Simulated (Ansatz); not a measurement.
What does this script print? It uses Ansatz's Python interface.

`camg_camg.extxyz`
```text
2
Lattice="4.02737238 0.0 0.0 0.0 4.02737238 0.0 0.0 0.0 3.86162435" Properties=species:S:1:pos:R:3 pbc="T T T"
Ca    0.00000000    0.00000000    1.93081218
Mg    2.01368619    2.01368619    0.00000000
```

`cohesive_camg.py`:
```python
# -*- coding: utf-8 -*-
"""Cohesive energy of CaMg from free atoms."""

from collections import Counter

import ansatz as az


def counts(outcome):
    return Counter(site.symbol for site in outcome.lattice.sites)

UNPAIRED = {"Ca": 0, "Mg": 0}  # unpaired electrons of the free atoms


def compute(name, crystal):
    calc = (
        crystal.calculation()
        .basis(450)
        .functional("pbesol")
        .kpoints(spacing=0.14)
        .occupations("cold", width=0.02)
    )
    if name.endswith(" atom"):
        calc = calc.kpoints(1, 1, 1).occupations("fermi_dirac", width=0.01)
        if UNPAIRED[name.split()[0]]:
            calc = calc.spin("collinear")
        return calc.run(threads=1)
    calc = calc.relax(force_tolerance=0.02, max_steps=60, cell=True)
    return calc.run(threads=1)

phases = {}
camg = az.Crystal.from_extxyz("camg_camg.extxyz")
phases["CaMg"] = camg
# free atoms: a low-symmetry box, moments by the rule of Hund
for element, moment in UNPAIRED.items():
    phases[f"{element} atom"] = az.Lattice.orthorhombic(9.0, 9.5, 10.0).atom(element, (0.5, 0.5, 0.5), moment=moment or None)

done = {name: compute(name, crystal) for name, crystal in phases.items()}

for element in UNPAIRED:
    atom = done[f"{element} atom"].report
    print(f"{element} atom: {atom['energy_sigma0_ev']:.4f} eV, moment {atom['magnetization_mub']:.2f} muB")
solid = done["CaMg"]
n = counts(solid)
binding = (sum(k * done[f"{e} atom"].report["energy_sigma0_ev"] for e, k in n.items()) - solid.report["energy_sigma0_ev"]) / sum(n.values())
print(f"cohesive energy {binding:.3f} eV/atom = {96.4853 * binding:.0f} kJ/mol of atoms (no zero-point energy)")
```

```console
$ python cohesive_camg.py
Ca atom: -1791.6881 eV, moment 0.00 muB
Mg atom: -1910.3534 eV, moment 0.00 muB
cohesive energy 1.961 eV/atom = 189 kJ/mol of atoms (no zero-point energy)
```

Caveats:
- Total energies depend on the potentials; only differences at equal settings carry meaning.
- Other magnetic orders than the one started from may lie lower.
- For the metals among these phases the mesh is modest: differences between phases can be off by up to 40 meV an atom.
- The cells come from databases of deposited and of computed structures, and not all need be stable phases.
- Free atoms in a box carry small image and symmetry errors, and spin-orbit coupling is left out.
- Wall time of the script: 83 s on 1 thread of Arm Neoverse V2, on a shared host, peak memory 0.65 GiB.
